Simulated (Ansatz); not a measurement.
# AsGe: the cost of one run

The runs use Ansatz 0.2.0, Gaussian basis; aug-cc-pVTZ, core rule «outside noble gas», up to 28 orbitals frozen.

The runs, in order: UHF; CCSD(T) on ROHF; CCSD(T) on UHF; BCCD(T) on ROHF; CCSDT(Q) on ROHF; CCSDT(Q) on UHF; CASSCF and MRCISD+Q, 10 electrons in 8 orbitals; CASSCF and NEVPT2, 10 electrons in 8 orbitals.

6 further runs of the same task are left out: 6 set aside as unsound or not needed.

## (1) The geometry

The geometry is a PBE0/def2-TZVPD stationary point (not a proven minimum). No spin-orbit coupling is included. The filled d shell of Ge, As may be among the frozen orbitals whatever the setting's name suggests; the logs give the count.

2 atoms, charge -1, spin multiplicity 3.

Atoms are counted from 1 here; the program's logs count them from 0.

Bond lengths: Ge1–As2 2.357 Å.

## (2) UHF

in.yaml

```yaml
crystal:
  periodic: [false, false, false]
  atoms:
    - {symbol: Ge, position_ang: [0.000000, 0.000000, 0.000000]}
    - {symbol: As, position_ang: [0.000000, 0.000000, 2.356900]}
basis:
  gaussian: {orbitals: aug-cc-pVTZ}
total_charge: -1
magnetization: {spin_polarized: true, initial_magnetization: 2}
hamiltonian: {xc: hf}
output: {orbitals: {seedname: orbitals}}
```

On the command line:

```console
$ ansatz run in.yaml --threads 1 --pin off --events-out ev --progress --plain --max-ram 4096MiB --backend cpu
```

Q: Estimate wall time and peak memory on 1 thread of AMD EPYC 7R13, shared host.

About 41 s, with a peak of 0.37 GiB.
